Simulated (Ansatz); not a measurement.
# Al: the cost of one run

Computed with Ansatz 0.2.0 (DFT r2SCAN, scalar-relativistic, plane waves, PAW, unless a step's input says otherwise).

### Step 1. The structure to begin with

It takes space group P6_3/mmc (No. 194, hexagonal). The conventional cell has a = 2.812 Å, b = 2.812 Å, c = 4.867 Å, α = 90.00°, β = 90.00°, γ = 120.00°. Around Al (site symmetry -6m2) lie 12 Al at 2.81 to 2.93 Å.

Coordinates:

```cif
data_structure
_symmetry_space_group_name_H-M 'P 1'
_symmetry_Int_Tables_number 1
_cell_length_a 2.8125
_cell_length_b 2.8125
_cell_length_c 4.8669
_cell_angle_alpha 90.000
_cell_angle_beta 90.000
_cell_angle_gamma 120.000
_cell_volume 33.34
loop_
_atom_site_label
_atom_site_type_symbol
_atom_site_fract_x
_atom_site_fract_y
_atom_site_fract_z
_atom_site_occupancy
Al1 Al 0.66667 0.33333 0.75000 1
Al2 Al 0.33333 0.66667 0.25000 1
```

It goes back to an entry of the Materials Project, which need not be the stable form.

No relaxation comes first: the listed cell is the starting point.

### Step 2. The reference cell

The reference gives a free energy of -1080.7244 eV, pressure -2.91 GPa, largest force 0.000 eV/Å and gap on the mesh none (metal). It was computed beforehand with the settings of the runs below.

### Step 3. Setting up an axial (c/a) deformation path

At fixed volume and fractional coordinates, lengths along (0.000, 0.000, 1.000) are scaled against those across it; ρ is that ratio over its starting value.

### Step 4. Point ρ = 0.850

Input file input.yaml:

```yaml
crystal:
  lattice:
    - [2.9690168435, 0.0, 0.0]
    - [-1.4845084217, 2.5712440107, 0.0]
    - [0.0, 0.0, 4.3671077923]
  atoms:
    - { symbol: Al, position: [0.6666666667, 0.3333333333, 0.75] }
    - { symbol: Al, position: [0.3333333333, 0.6666666667, 0.25] }
basis:
  ecutwfc: 500
kpoints:
  mp_grid: { grid: [24, 24, 12] }
hamiltonian:
  xc: r2scan
scf:
  occupations: { method: gaussian, width: 0.15 }
output:
  forces: true
  stress: true
  eigenvalues: true
```

The run is started by

```
$ ansatz run input.yaml --threads 1 --pin off --max-ram 2560MiB --backend cpu --events-out ev --progress --plain --runs-dir out
```

Q: Estimate wall time and peak memory on 1 thread of Arm Neoverse V1, shared host.

About 12 s, with a peak of 0.48 GiB.
